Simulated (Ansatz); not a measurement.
# CNZn radical: geometry and frequencies at several levels

The task here is to estimate one member of a computed series from the others.

Computed with Ansatz 0.2.0 (the levels named in each step, unless a step's input says otherwise).

### Starting point

Bond lengths: C1–N2 1.158 Å, N2–Zn3 2.018 Å. Angles: C1–N2–Zn3 180.0°.

As a file:

```xyz
3

C     0.0000    0.0000   -1.4447
N     0.0000    0.0000   -0.2866
Zn    0.0000    0.0000    1.7313
```

The first run:

input.yaml reads:

```yaml
crystal:
  periodic: [false, false, false]
  atoms:
    - { symbol: C, position_ang: [0.0, 0.0, -1.42804344] }
    - { symbol: "N", position_ang: [0.0, 0.0, -0.23621317] }
    - { symbol: Zn, position_ang: [0.0, 0.0, 1.66425661] }
magnetization:
  spin_polarized: true
  initial_magnetization: 1
basis:
  gaussian: { orbitals: def2-TZVPP }
hamiltonian:
  xc: pbe0
  dispersion: d4
relax:
  f_tol: 0.002
  max_steps: 150
```

Run with:

```bash
$ ansatz run input.yaml --threads 2 --pin off --max-ram 5120MiB --backend cpu --events-out ev --progress --plain --runs-dir out
```

Among the steps run: Relaxation, PBE0-D4/def2-TZVPP; Frequencies, PBE0-D4/def2-TZVPP; Relaxation, PBE-D4/def2-TZVPP; Frequencies, PBE-D4/def2-TZVPP; Relaxation, r2SCAN-D4/def2-TZVPP; Frequencies, r2SCAN-D4/def2-TZVPP; Relaxation, B3LYP-D4/def2-TZVPP; Frequencies, B3LYP-D4/def2-TZVPP; Relaxation, B2PLYP/def2-TZVPP.

One table of the session follows, with a row left open; its other results are not shown here.

It belongs to the step «Geometries side by side». 

```
               level  C1–N2 (Å)  N2–Zn3 (Å)  rotational constants (MHz)  dipole (D)  highest frequency (cm⁻¹)
  PBE0-D4/def2-TZVPP     1.1720      1.8754                        4327        4.58                      2165
   PBE-D4/def2-TZVPP     1.1842      1.8959                      4235.2        4.17                      2065
r2SCAN-D4/def2-TZVPP     1.1760      1.8689                      4340.4        4.39                      2126
 B3LYP-D4/def2-TZVPP          ?           ?                           ?           ?                         ?
   B2PLYP/def2-TZVPP     1.1780      1.8797                      4300.5        4.76                         -
```

**Question.** Estimate the row for B3LYP-D4/def2-TZVPP.

The run gave: C1–N2 (Å): 1.1726; N2–Zn3 (Å): 1.8918; rotational constants (MHz): 4272.1; dipole (D): 4.61; highest frequency (cm⁻¹): 2143. In the column «C1–N2 (Å)» it lies between PBE0-D4/def2-TZVPP (1.1720) and r2SCAN-D4/def2-TZVPP (1.1760).
